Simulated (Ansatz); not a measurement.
# GeH5NOSi: a ladder of functionals and wavefunction methods

The task here is to estimate one member of a computed series from the others.

Program: Ansatz 0.2.0, Gaussian basis. Level of theory: functionals in def2-TZVPP, the program's frozen cores in correlated methods. These are calculated values, not measurements.

The runs, in order: LDA (SPW92), PBE-D4, revPBE-D4, BLYP-D4, r2SCAN-D4, B97M-V, PBE0-D4, B3LYP-D4, r2SCANh-D4, r2SCAN0-D4, HSE06-D4, BHLYP-D4, CAM-B3LYP-D4, LC-ωPBE, ωB97X-V, ωB97M-V, B2PLYP, PBE-QIDH; CCSD(T)/def2-SVP; CCSD(T)/def2-TZVPP; MP2/def2-QZVPP; extrapolation to the limit; RPA on PBE.

### Structure used throughout

All runs share one geometry, relaxed beforehand with PBE0-D4 in a triple-zeta def2 set.

SMILES `[NH2][Ge][O][SiH3]`, 9 atoms, charge 0, spin multiplicity 1.

Atoms are counted from 1 here; the program's logs count them from 0.

Bond lengths: N1–Ge2 1.811 Å, N1–H5 1.007 Å, N1–H6 1.009 Å, Ge2–O3 1.804 Å, O3–Si4 1.634 Å, Si4–H7 1.487 Å, Si4–H8 1.487 Å, Si4–H9 1.491 Å. Angles: Ge2–N1–H5 123.7°, Ge2–N1–H6 122.8°, H5–N1–H6 113.6°, N1–Ge2–O3 94.1°, Ge2–O3–Si4 135.6°, O3–Si4–H7 109.9°, O3–Si4–H8 109.9°, O3–Si4–H9 111.2°, H7–Si4–H8 108.7°, H7–Si4–H9 108.5°, H8–Si4–H9 108.5°.

The first run:

Input file in.yaml:

```yaml
crystal:
  periodic: [false, false, false]
  atoms:
    - {symbol: N, position_ang: [0.269994, 1.330151, -2.013113]}
    - {symbol: Ge, position_ang: [0.954947, 1.237207, -0.338883]}
    - {symbol: O, position_ang: [-0.067628, -0.168700, 0.141656]}
    - {symbol: Si, position_ang: [-0.250276, -1.071558, 1.491063]}
    - {symbol: H, position_ang: [0.558415, 2.010460, -2.697171]}
    - {symbol: H, position_ang: [-0.441233, 0.697176, -2.347987]}
    - {symbol: H, position_ang: [-1.654451, -0.983116, 1.972610]}
    - {symbol: H, position_ang: [0.064134, -2.494449, 1.194429]}
    - {symbol: H, position_ang: [0.654598, -0.603571, 2.580295]}
basis:
  gaussian: {orbitals: def2-TZVPP}
hamiltonian: {xc: lda}
output: {orbitals: {seedname: orbitals}}
```

On the command line:

```console
$ ansatz run in.yaml --threads 4 --pin off --events-out ev --progress --plain --max-ram 10444MiB
```

Steps of the session up to this table: LDA; PBE-D4 (GGA); revPBE-D4 (GGA); BLYP-D4 (GGA); r2SCAN-D4 (meta-GGA); B97M-V (meta-GGA); PBE0-D4 (hybrid); B3LYP-D4 (hybrid); r2SCANh-D4 (hybrid); r2SCAN0-D4 (hybrid); HSE06-D4 (hybrid); BHLYP-D4 (hybrid); CAM-B3LYP-D4 (range-separated); LC-ωPBE (range-separated); ωB97X-V (range-separated); ωB97M-V (range-separated); B2PLYP (double hybrid); PBE-QIDH (double hybrid).

One of the session's tables, all rows but one given; the rest of the session is left out.

| functional | HOMO (eV) | gap (eV) |
| --- | --- | --- |
| LDA (SPW92) | -6.29 | 3.97 |
| PBE-D4 | -6.14 | 4.03 |
| revPBE-D4 | -6.07 | 4.05 |
| BLYP-D4 | -6.04 | 4.03 |
| r2SCAN-D4 | -6.42 | 4.37 |
| B97M-V | -6.45 | 4.45 |
| PBE0-D4 | -7.29 | 5.95 |
| B3LYP-D4 | -7.13 | 5.57 |
| r2SCANh-D4 | -6.85 | 5.10 |
| r2SCAN0-D4 | ? | ? |
| HSE06-D4 | -6.89 | 5.18 |
| BHLYP-D4 | -8.35 | 7.86 |
| CAM-B3LYP-D4 | -8.63 | 8.33 |
| LC-ωPBE | -9.88 | 10.69 |
| ωB97X-V | -9.57 | 10.29 |
| ωB97M-V | -9.51 | 10.11 |

Estimate the missing values for r2SCAN0-D4.

Worked estimate for «HOMO (eV)». Against the share of exact exchange, r2SCAN-D4 (0, -6.42), r2SCANh-D4 (0.1, -6.85) give a slope of -4.30 per unit share; at 0.25 the line stands at -7.49.

The run gave: HOMO (eV): -7.48; gap (eV): 6.18. In «HOMO (eV)» the line misses by -0.01.
